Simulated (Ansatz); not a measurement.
# LiRh3, space group I4/mmm: an equation of state with a fit

Program: Ansatz 0.2.0, Python API.

Notebook, run cell by cell (the value of a cell's last expression is shown):

**Cell 1**
```python
import ansatz as az
import numpy as np
from scipy.optimize import curve_fit
```

**Cell 2**
```python
VECTORS = np.array([
    [-1.888666, 1.888666, 3.839212],
    [1.888666, -1.888666, 3.839212],
    [1.888666, 1.888666, -3.839212],
])
SITES = [
    ("Li", (0.0, 0.0, 0.0)),
    ("Rh", (0.75, 0.25, 0.5)),
    ("Rh", (0.25, 0.75, 0.5)),
    ("Rh", (0.5, 0.5, 0.0)),
]
```

**Cell 3**
```python
def on_lattice(cell):
    crystal = az.Crystal(lattice=az.Lattice.of(cell))
    for symbol, position in SITES:
        crystal = crystal.atom(symbol, position)
    return crystal
```

**Cell 4**
```python
def vinet(v, e0, v0, b0, b1):
    eta = (v / v0) ** (1 / 3)
    return e0 + 2 * b0 * v0 / (b1 - 1) ** 2 * (2 - (5 + 3 * b1 * (eta - 1) - 3 * eta) * np.exp(-1.5 * (b1 - 1) * (eta - 1)))
```

**Cell 5**
```python
# scale the volume, keep shape and fractions
volumes, energies, pressures = [], [], []
for scale in np.linspace(0.88, 1.12, 7):
    cell = VECTORS * scale ** (1 / 3)
    job = (
        on_lattice(cell).calculation()
        .functional("LDA")
        .occupations("gaussian", width=0.15)
        .pseudopotentials("paw")
        .basis(500)
        .kpoints(9, 9, 9)
        .stress()
    )
    rep = job.run().report
    volumes.append(abs(np.linalg.det(cell)) / len(SITES))
    energies.append(rep["free_energy_ev"] / len(SITES))
    pressures.append(np.trace(rep["stress_gpa"]) / 3)
    print(f"V = {volumes[-1]:8.4f} A^3/atom  F = {energies[-1]:.5f} eV/atom  P = {pressures[-1]:8.3f} GPa")

guess = (min(energies), volumes[int(np.argmin(energies))], 0.5, 4.5)
(e0, v0, b0, b1), _ = curve_fit(vinet, np.array(volumes), np.array(energies), p0=guess, maxfev=20000)
print(f"Vinet fit: V0 = {v0:.4f} A^3/atom, B0 = {160.21766 * b0:.1f} GPa, B1 = {b1:.2f}")
print("largest residual", round(1000 * float(np.abs(vinet(np.array(volumes), e0, v0, b0, b1) - energies).max()), 3), "meV/atom")
```
Output:
```text
V =  12.0513 A^3/atom  F = -4759.44149 eV/atom  P =   10.219 GPa
V =  12.5991 A^3/atom  F = -4759.45693 eV/atom  P =   -0.716 GPa
V =  13.1469 A^3/atom  F = -4759.43944 eV/atom  P =   -9.152 GPa
V =  13.6947 A^3/atom  F = -4759.39657 eV/atom  P =  -15.635 GPa
V =  14.2425 A^3/atom  F = -4759.33427 eV/atom  P =  -20.587 GPa
V =  14.7903 A^3/atom  F = -4759.25718 eV/atom  P =  -24.331 GPa
V =  15.3381 A^3/atom  F = -4759.16898 eV/atom  P =  -27.121 GPa
Vinet fit: V0 = 12.5588 A^3/atom, B0 = 223.6 GPa, B1 = 4.87
largest residual 0.018 meV/atom
```

A third-order Birch-Murnaghan fit through the 7 points (the script's own form differs a little) has its minimum at 12.56 Å³ an atom, 8.3 % below the typed cell, with a bulk modulus of 224 GPa and dB/dP = 5.1. From that minimum the energy rises by 15.6 meV an atom on the compressed side and 288.1 meV on the expanded side. The window is off centre, so dB/dP is rough.

Notes:
- Total energies depend on the potentials; only differences at equal settings carry meaning.
- Shape and fractional positions are held along the curve, so the bulk modulus is an upper value where they are free to relax.
- The free energy holds a sizeable smearing term, which stands for no physical temperature.
- Pressure is positive in compression.
- At these settings the cell as given stands under about -16 GPa, so it isn't at this functional's equilibrium volume.
- This cell is a computed structure, which may not be the phase found in nature.
- Timing: 100 s on 1 thread of Arm Neoverse N1 (shared host), peak memory 0.52 GiB.
